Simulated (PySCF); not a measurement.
# SnEtF3: geometry, NMR shifts and electronic excitations

What NMR shifts and electronic excitations should SnEtF3 (`C[CH2][Sn]([F])([F])[F]`) show?

The runs use PySCF 2.14.0, with density-fitted response routines of our own; the level of theory stands in each step. All values are computed, except where a source is named. Atoms are numbered from 0 throughout.

## (1) The starting structure

11 atoms, charge 0, multiplicity 1; geometry from: GFN2-xTB. The atoms were then displaced at random by about 0.03 Å, so the start is not that level's minimum.

Bonds of the start (Å): Sn0–C1 2.29, Sn0–F8 1.95, Sn0–F9 2.11, Sn0–F10 2.02, C1–C2 1.47, C1–H3 1.12, C1–H4 1.07, C2–H5 1.11, C2–H6 1.17, C2–H7 1.07.

## (2) Geometry optimisation at PBE0-D3(BJ)/def2-SVP

Job settings and geometry (Å):

```
{"job": {"xc": "PBE0", "basis": "def2-SVP", "d3": "d3bj", "grid": 1, "maxiter": 40, "shake": 0.03, "kind": "geom"}, "charge": 0, "multiplicity": 1}
Sn    -0.284340    -0.552300    -1.474320
C     -0.304790    -0.414640     0.807590
C      0.484700     0.744620     1.233950
H      0.218840    -1.372190     1.043450
H     -1.351910    -0.342700     1.024650
H      0.545790     0.768150     2.346130
H      1.603140     0.661160     0.915460
H      0.179950     1.719360     0.912780
F      1.531980    -0.415150    -2.180300
F     -1.239320     1.170420    -2.225730
F     -1.285980    -2.052230    -2.372780
```

Started as:

```console
> OMP_NUM_THREADS=1 python probes_run.py task.json out
```

One launch serves the whole session: the jobs run in the order shown.

What it wrote:

```text
step   0  E = -592.43438447  max force = 0.066230
step   1  E = -592.45910046  max force = 0.026477
step   2  E = -592.46273730  max force = 0.009783
step   3  E = -592.46353797  max force = 0.002403
step   4  E = -592.46361940  max force = 0.001912
step   5  E = -592.46365813  max force = 0.000746
step   6  E = -592.46367581  max force = 0.000613
step   7  E = -592.46367892  max force = 0.000517
step   8  E = -592.46367965  max force = 0.000281
optimisation converged
```

Run time: 78 s. Hardware: 1 thread of Arm Neoverse V1, shared host; peak memory 0.48 GiB.

The steps of the relaxation:

| step | energy from step 0 (eV) | largest force component (eV/Å) |
| --- | --- | --- |
| 0 | 0.0000 | 3.4057 |
| 1 | -0.6726 | 1.3615 |
| 2 | -0.7715 | 0.5031 |
| 3 | -0.7933 | 0.1236 |
| 4 | -0.7955 | 0.0983 |
| 5 | -0.7966 | 0.0384 |
| 6 | -0.7971 | 0.0315 |
| 7 | -0.7971 | 0.0266 |
| 8 | -0.7972 | 0.0144 |

Close pairs (by a distance rule), those that changed most:

| bond | before (Å) | after (Å) | change (Å) |
| --- | --- | --- | --- |
| Sn0–F9 | 2.108 | 1.924 | -0.184 |
| Sn0–C1 | 2.286 | 2.133 | -0.154 |
| Sn0–F10 | 2.015 | 1.923 | -0.092 |
| C2–H6 | 1.166 | 1.100 | -0.066 |
| C1–C2 | 1.466 | 1.521 | +0.055 |
| C2–H7 | 1.071 | 1.100 | +0.030 |
| Sn0–F8 | 1.954 | 1.924 | -0.029 |
| C1–H4 | 1.072 | 1.100 | +0.028 |

The end geometry stands in the next job.

| at the end point | value |
| --- | --- |
| point group (found at 0.08 Å tolerance) | C1 |
| rotational constants (GHz, main isotopes) | 2.757, 1.534, 1.523 |
| dipole moment (D) | 5.18 |

## (3) Shielding tensors: PBE0/def2-TZVP+pcSseg-1

Job settings and geometry (Å):

```
{"job": {"kind": "nmr", "xc": "PBE0", "basis": {"default": "pcSseg-1", "Sn": "def2-TZVP"}}, "charge": 0, "multiplicity": 1}
Sn    -0.253517    -0.480039    -1.431059
C     -0.294576    -0.414342     0.700167
C      0.482397     0.775194     1.242908
H      0.120243    -1.379570     1.027907
H     -1.359132    -0.393674     0.977460
H      0.452467     0.774970     2.343745
H      1.539460     0.746204     0.940077
H      0.059707     1.731734     0.901153
F      1.534571    -0.474090    -2.142046
F     -1.095346     1.031083    -2.273582
F     -1.088215    -2.002969    -2.255849
```

Level: GIAO PBE0/pcSseg-1 Sn:def2-TZVP NMR shielding, scalar relativity only through core potentials, gas phase.

What it wrote:

```text
coarse grid: 46648 points
cycle   1  E = -591.4119733225  dE = -3.552e+01  |g| = 2.576e+00  |ddm| = 3.115e+01
cycle   2  E = -590.9180073218  dE =  4.940e-01  |g| = 3.381e+00  |ddm| = 8.800e+00
cycle   3  E = -592.7349372771  dE = -1.817e+00  |g| = 3.324e-01  |ddm| = 4.595e+00
cycle   4  E = -592.7223433323  dE =  1.259e-02  |g| = 4.407e-01  |ddm| = 5.367e-01
cycle   5  E = -592.7565634647  dE = -3.422e-02  |g| = 3.616e-02  |ddm| = 2.815e-01
cycle   6  E = -592.7567459349  dE = -1.825e-04  |g| = 1.808e-02  |ddm| = 3.611e-02
cycle   7  E = -592.7568154780  dE = -6.954e-05  |g| = 5.274e-03  |ddm| = 1.751e-02
cycle   8  E = -592.7568199063  dE = -4.428e-06  |g| = 1.649e-03  |ddm| = 4.028e-03
final grid: 98136 points
cycle   9  E = -592.7567255180  dE =  1.876e-07  |g| = 2.668e-03  |ddm| = 3.081e-03
cycle  10  E = -592.7567236086  dE =  1.909e-06  |g| = 4.466e-03  |ddm| = 4.225e-03
cycle  11  E = -592.7567266473  dE = -3.039e-06  |g| = 2.389e-04  |ddm| = 2.544e-03
cycle  12  E = -592.7567266604  dE = -1.305e-08  |g| = 2.890e-05  |ddm| = 2.139e-04
cycle  13  E = -592.7567266605  dE = -1.172e-10  |g| = 1.312e-05  |ddm| = 2.780e-05
converged SCF energy = -592.7567266605

GIAO shielding tensors (ppm)
atom      isotropic    diamagn.    paramagn.     s11        s22        s33       span
  0 Sn         nan         nan         nan        nan        nan        nan        nan
  1 C      165.028     251.215     -86.187    143.692    167.447    183.947     40.255
  2 C      174.229     246.970     -72.741    165.941    169.478    187.268     21.327
  3 H       29.422      29.411       0.011     23.748     28.078     36.439     12.692
  4 H       29.418      29.405       0.013     23.761     28.034     36.458     12.697
  5 H       29.755      27.597       2.157     24.476     26.583     38.205     13.729
  6 H       29.694      29.423       0.270     24.266     28.948     35.868     11.602
  7 H       29.736      29.437       0.299     24.400     28.818     35.989     11.590
  8 F      338.943     474.021    -135.079    252.899    327.259    436.670    183.771
  9 F      336.859     473.998    -137.139    254.283    319.445    436.848    182.565
 10 F      329.441     473.168    -143.727    246.200    306.104    436.019    189.820
```

Wall time 26 s (1 thread of Arm Neoverse V1, shared host); peak memory 0.91 GiB.

Shifts follow as δ = σ(reference) − σ, with reference shieldings (ppm) from runs at the same level and on the same kind of geometry: 1H TMS 31.27, 13C TMS 184.4, 19F CFCl3 177.2. The references are single molecules in the gas phase, so shifts against H2O, NH3, PH3, H3PO4 or CFCl3 are not on the usual liquid scales and can be off by tens of ppm. Atoms listed in one row are averaged.

| atoms | environment | σ (ppm) | δ (ppm) |
| --- | --- | --- | --- |
| C1 | carbon bonded to C, Sn, 2 H | 165.0 | 19.4 |
| C2 | carbon bonded to C, 3 H | 174.2 | 10.2 |
| H3, H4 | hydrogen on a carbon bonded to C, Sn | 29.42 | 1.85 |
| H5, H6, H7 | hydrogen on a carbon bonded to C | 29.73 | 1.54 |
| F8, F9, F10 | fluorine bonded to Sn | 335.1 | -157.8 |

Atoms past Kr carry core potentials, so their printed shieldings have no meaning and are left out of the table.

Charges from the same density, by scheme (e):

| atoms | Mulliken | ESP fit |
| --- | --- | --- |
| Sn0 | 1.30 | 1.14 |
| C1 | -0.45 | -0.34 |
| C2 | -0.29 | -0.09 |
| F8, F9, F10 | -0.45 | -0.38 |

Mayer bond orders: Sn0–C1 0.96, Sn0–F8 0.88, Sn0–F9 0.88, Sn0–F10 0.88, C1–C2 1.04.

With diffuse functions Mulliken charges and Mayer bond orders lose their meaning; the other schemes are steadier.

Orbitals, density, ELF and potential are computed afterwards from the orbital file.

Frontier orbitals at PBE0/def2-TZVP+pcSseg-1, with the share of their density that lies nearest to each atom:

| orbital | energy (eV) | lies on |
| --- | --- | --- |
| HOMO | -9.54 | C1 27 %; Sn0 15 %; H5 11 % |
| LUMO | -1.98 | Sn0 31 %; C1 18 %; F8, F9, F10 about 13 % each |

ELF in a plane through or near 5 of the atoms.

Ten even steps from ' ' (0.00) to '@' (1.00):
```
                                                        
                                                        
                                                        
                                                        
                                                        
                                  ..                    
                              ..--==--..                
                  ........    ::****++::....            
                ::**##++::--..--==::::**%%##--          
          ......==**..##::**++##==----@@@@@@%%          
        ::====::--##==##::%%**%%%%==##@@@@@@@@          
      ::==##%%##::--==::++%%--..##****@@@@@@%%          
      ::++%%++****....::++++::::==--..==%%%%::          
      ::==%%##%%**::  ..::--****==::                    
        ::++####++..      ..----::..                    
          ::----::                                      
            ....                                        
                                                        
                                                        
                                                        
```
The map spans 11.2 Å across and 8.0 Å up, centred on the molecule. Atoms in the plane (x, y in Å): Sn0 (-1.5, 0.1), C1 (0.4, -0.7), C2 (1.5, 0.3), H5 (2.5, -0.1), F10 (-3.0, -1.1).

On the surface of density 0.002 e/bohr³ the electrostatic potential runs, from the 1st to the 99th percentile, from -1.33 V near F8 to 2.49 V near Sn0.

## (4) Ultraviolet spectrum: CAM-B3LYP/def2-SVPD

The job, as its differences from that of step 3:

```diff
@@ -1,2 +1,2 @@
-{"job": {"kind": "nmr", "xc": "PBE0", "basis": {"default": "pcSseg-1", "Sn": "def2-TZVP"}}, "charge": 0, "multiplicity": 1}
+{"job": {"kind": "uv", "xc": "CAM-B3LYP", "basis": "def2-SVPD", "ip": true, "nstates": 10}, "charge": 0, "multiplicity": 1}
 Sn    -0.253517    -0.480039    -1.431059
```

Level: TDDFT CAM-B3LYP/def2-SVPD, vertical, gas phase, core orbitals frozen in the response.

What it wrote:

```text
coarse grid: 46648 points
cycle   1  E = -591.0598705906  dE = -2.198e+01  |g| = 2.631e+00  |ddm| = 1.441e+01
cycle   2  E = -588.2516773716  dE =  2.808e+00  |g| = 3.717e+00  |ddm| = 1.631e+01
cycle   3  E = -592.5063073730  dE = -4.255e+00  |g| = 1.097e+00  |ddm| = 9.596e+00
cycle   4  E = -592.7241513994  dE = -2.178e-01  |g| = 3.354e-01  |ddm| = 1.289e+00
cycle   5  E = -592.7452844851  dE = -2.113e-02  |g| = 5.494e-02  |ddm| = 4.900e-01
cycle   6  E = -592.7460969271  dE = -8.124e-04  |g| = 2.978e-02  |ddm| = 1.152e-01
cycle   7  E = -592.7462812152  dE = -1.843e-04  |g| = 1.097e-02  |ddm| = 4.681e-02
cycle   8  E = -592.7463041386  dE = -2.292e-05  |g| = 4.618e-03  |ddm| = 1.371e-02
cycle   9  E = -592.7463088221  dE = -4.684e-06  |g| = 9.635e-04  |ddm| = 6.263e-03
final grid: 98136 points
cycle  10  E = -592.7459766101  dE = -3.408e-07  |g| = 1.116e-03  |ddm| = 3.642e-03
cycle  11  E = -592.7459764155  dE =  1.946e-07  |g| = 1.601e-03  |ddm| = 2.005e-03
cycle  12  E = -592.7459768367  dE = -4.213e-07  |g| = 9.680e-05  |ddm| = 1.068e-03
cycle  13  E = -592.7459768391  dE = -2.358e-09  |g| = 2.552e-05  |ddm| = 1.616e-04
cycle  14  E = -592.7459768394  dE = -3.141e-10  |g| = 1.002e-05  |ddm| = 6.447e-05
converged SCF energy = -592.7459768394

Static polarisability (au): isotropic 59.906, principal 52.883 55.190 71.646

Singlet excitations
state   eV       nm        f      main configurations
  1   6.9466    178.5   0.37895   H->L 0.95
  2   7.6813    161.4   0.00001   H-2->L 0.87
  3   7.8030    158.9   0.00697   H-4->L 0.58, H-5->L 0.18
  4   7.8126    158.7   0.00897   H-3->L 0.64, H-6->L 0.13
  5   8.0250    154.5   0.02151   H-6->L 0.56, H-1->L 0.20, H-3->L 0.08
  6   8.0625    153.8   0.03656   H-5->L 0.64, H-4->L 0.16
  7   8.1829    151.5   0.02539   H-1->L 0.71, H-6->L 0.15
  8   8.3554    148.4   0.02253   H-7->L 0.60, H->L+1 0.19
  9   8.5402    145.2   0.09456   H->L+1 0.65, H-7->L 0.12
 10   8.6965    142.6   0.06181   H->L+2 0.90

Triplet excitations (Tamm-Dancoff, eV): 5.4781 7.2707 7.2999 7.3053
Vertical ionisation energy (delta-SCF) = 11.9116 eV
Vertical electron affinity (delta-SCF) = 0.3741 eV
```

Wall time 85 s (1 thread of Arm Neoverse V1, shared host); peak memory 1 GiB.

The orbitals next to the gap, with their largest atomic shares:

| orbital | eV | atoms |
| --- | --- | --- |
| HOMO−3 | -12.83 | F8 38 %, F9 35 %, F10 24 % |
| HOMO−2 | -12.77 | F8 38 %, F9 37 %, F10 23 % |
| HOMO−1 | -12.60 | C2 31 %, C1 22 %, H6 13 % |
| HOMO | -11.01 | C1 29 %, Sn0 15 %, C2 13 % |
| LUMO | -1.15 | Sn0 38 %, C1 20 %, F10 12 % |
| LUMO+1 | 0.68 | Sn0 25 %, C2 19 %, C1 10 % |
| LUMO+2 | 0.96 | Sn0 42 %, C1 12 %, F8 11 % |

With each of the 10 states as a Gaussian band of 0.4 eV half-width at 1/e, the curve within the window shown has maxima at 179 nm (ε 15,000), 146 nm (ε 7,800) L/(mol cm). Beyond the last state computed it falls off for lack of states. The curve at chosen wavelengths:

| nm | ε (L/mol/cm) |
| --- | --- |
| 138 | 2563 |
| 140 | 4309 |
| 143 | 6765 |
| 145 | 7645 |
| 147 | 7774 |
| 149 | 7352 |
| 152 | 6234 |
| 154 | 5361 |
| 156 | 4442 |
| 159 | 3142 |
| 161 | 2537 |
| 163 | 2366 |
| 165 | 2821 |
| 168 | 4929 |
| 170 | 7204 |
| 172 | 9849 |
| 174 | 12395 |
| 177 | 14953 |
| 179 | 15334 |
| 181 | 14596 |
| 184 | 11905 |
| 186 | 9594 |
| 188 | 7287 |
| 190 | 5237 |
| 193 | 2899 |
| 195 | 1842 |

Leading natural transition orbitals of singlet state 1: the hole lies on C1 24 %; Sn0 13 %; F8, F9, F10 about 11 % each; the particle on Sn0 26 %; C1 14 %; F8, F9, F10 about 14 % each.

Ground-state properties from the same run:

| property | computed |
| --- | --- |
| dipole moment (D) | 5.50 |
| polarisability (Å³) | 8.88 |
| HOMO–LUMO gap (eV) | 9.86 |
| −ε(HOMO) (eV) | 11.01 |

## (5) Shielding tensors: B3LYP/def2-TZVP+pcSseg-1

The job, as its differences from that of step 4:

```diff
@@ -1,2 +1,2 @@
-{"job": {"kind": "uv", "xc": "CAM-B3LYP", "basis": "def2-SVPD", "ip": true, "nstates": 10}, "charge": 0, "multiplicity": 1}
+{"job": {"kind": "nmr", "xc": "B3LYP", "basis": {"default": "pcSseg-1", "Sn": "def2-TZVP"}, "pop": false}, "charge": 0, "multiplicity": 1}
 Sn    -0.253517    -0.480039    -1.431059
```

Method: GIAO B3LYP/pcSseg-1 Sn:def2-TZVP NMR shielding, scalar relativity only through core potentials, gas phase.

What it wrote:

```text
coarse grid: 46648 points
cycle   1  E = -591.7920390167  dE = -3.537e+01  |g| = 2.656e+00  |ddm| = 3.103e+01
cycle   2  E = -588.5776906399  dE =  3.214e+00  |g| = 4.324e+00  |ddm| = 1.389e+01
cycle   3  E = -593.0425372313  dE = -4.465e+00  |g| = 9.338e-01  |ddm| = 1.171e+01
cycle   4  E = -593.1518867387  dE = -1.093e-01  |g| = 6.239e-01  |ddm| = 1.074e+00
cycle   5  E = -593.2129477639  dE = -6.106e-02  |g| = 8.612e-02  |ddm| = 4.259e-01
cycle   6  E = -593.2145813700  dE = -1.634e-03  |g| = 3.556e-02  |ddm| = 1.011e-01
cycle   7  E = -593.2148068927  dE = -2.255e-04  |g| = 1.087e-02  |ddm| = 2.739e-02
cycle   8  E = -593.2148272491  dE = -2.036e-05  |g| = 5.795e-03  |ddm| = 1.055e-02
cycle   9  E = -593.2148328325  dE = -5.583e-06  |g| = 8.768e-04  |ddm| = 3.648e-03
final grid: 98136 points
cycle  10  E = -593.2147894175  dE = -3.780e-07  |g| = 1.330e-03  |ddm| = 1.825e-03
cycle  11  E = -593.2147887310  dE =  6.864e-07  |g| = 2.480e-03  |ddm| = 2.108e-03
cycle  12  E = -593.2147897065  dE = -9.755e-07  |g| = 1.426e-04  |ddm| = 1.370e-03
cycle  13  E = -593.2147897103  dE = -3.718e-09  |g| = 3.892e-05  |ddm| = 1.164e-04
cycle  14  E = -593.2147897106  dE = -3.238e-10  |g| = 8.206e-06  |ddm| = 4.602e-05
converged SCF energy = -593.2147897106

GIAO shielding tensors (ppm)
atom      isotropic    diamagn.    paramagn.     s11        s22        s33       span
  0 Sn         nan         nan         nan        nan        nan        nan        nan
  1 C      157.040     251.391     -94.351    133.940    159.289    177.890     43.950
  2 C      168.014     245.977     -77.963    159.010    163.133    181.899     22.889
  3 H       29.465      29.640      -0.175     23.994     28.290     36.113     12.119
  4 H       29.462      29.638      -0.177     24.008     28.250     36.128     12.120
  5 H       29.850      27.642       2.207     24.766     26.823     37.960     13.194
  6 H       29.772      29.685       0.087     24.562     29.089     35.664     11.102
  7 H       29.815      29.698       0.117     24.697     28.961     35.785     11.087
  8 F      329.514     475.029    -145.515    238.520    315.574    434.448    195.928
  9 F      327.224     475.003    -147.779    239.933    307.117    434.623    194.690
 10 F      319.108     474.089    -154.980    231.158    292.485    433.682    202.523
```

Run time: 18 s. Hardware: 1 thread of Arm Neoverse V1, shared host; peak memory 0.87 GiB.

This run: δ C1 22.2, C2 11.2, F8 -153.3, H3 1.92, H5 1.57 ppm (means over like atoms).

## (6) Comparing the runs: NMR shifts

Shifts (ppm), means over like atoms, with basis size and wall time:

| run | C1 | C2 | H3 | H5 | F8 | functions | time |
| --- | --- | --- | --- | --- | --- | --- | --- |
| PBE0/def2-TZVP+pcSseg-1 | 19.4 | 10.2 | 1.85 | 1.54 | -157.8 | 160 | 26 s |
| B3LYP/def2-TZVP+pcSseg-1 | 22.2 | 11.2 | 1.92 | 1.57 | -153.3 | 160 | 18 s |

## (7) What came out

| quantity | value |
| --- | --- |
| point group | C1 |
| rotational constants (main isotopes) | 2.76, 1.53, 1.52 GHz |
| 13C shifts against TMS (PBE0/def2-TZVP+pcSseg-1) | 19.4, 10.2 ppm |
| 1H shifts against TMS (PBE0/def2-TZVP+pcSseg-1, means over atoms taken as alike) | 1.85, 1.54 ppm |
| 19F shifts against CFCl3 (PBE0/def2-TZVP+pcSseg-1, means over atoms taken as alike) | -157.8 ppm |
| surface potential, 1st and 99th percentile | -1.33 V and 2.49 V |
| lowest singlet (CAM-B3LYP/def2-SVPD) | 6.95 eV (178 nm), f = 0.379 |
| lowest triplet | 5.48 eV |
| vertical ionisation energy (ΔSCF) | 11.91 eV |
| vertical electron affinity (ΔSCF) | 0.37 eV |
| range of the shift of F8 | -157.8 to -153.3 ppm |

What this shows: The start was shaken at random, so part of the energy gained undoes that. Relaxing lowered the energy by 0.797 eV in 8 steps; the close pair that moved most is Sn0–F9, from 2.108 to 1.924 Å. At PBE0/def2-TZVP+pcSseg-1: The largest span, 185 ppm, is at F8, F9, F10, where the paramagnetic term is -139 ppm. By nearest atom (PBE0/def2-TZVP+pcSseg-1), the HOMO sits on C1 27 %; Sn0 15 % and the LUMO on Sn0 31 %; C1 18 %. The lowest singlet, at 6.95 eV, is HOMO→LUMO 0.95 and is bright. The lowest triplet lies 1.47 eV below the lowest singlet (triplets in Tamm-Dancoff, singlets in full TDDFT). Spin-orbit coupling, left out, mixes singlets and triplets in elements this heavy. The orbital energy would give 11.01 eV for ionisation, ΔSCF gives 11.91 eV. In ppm, F8 (with its like atoms) moves most: its shift spreads over 4.5 ppm, from -157.8 (PBE0/def2-TZVP+pcSseg-1) to -153.3 (B3LYP/def2-TZVP+pcSseg-1). Spin-orbit coupling is left out, which matters for shieldings and couplings at and beside the heavy atoms.
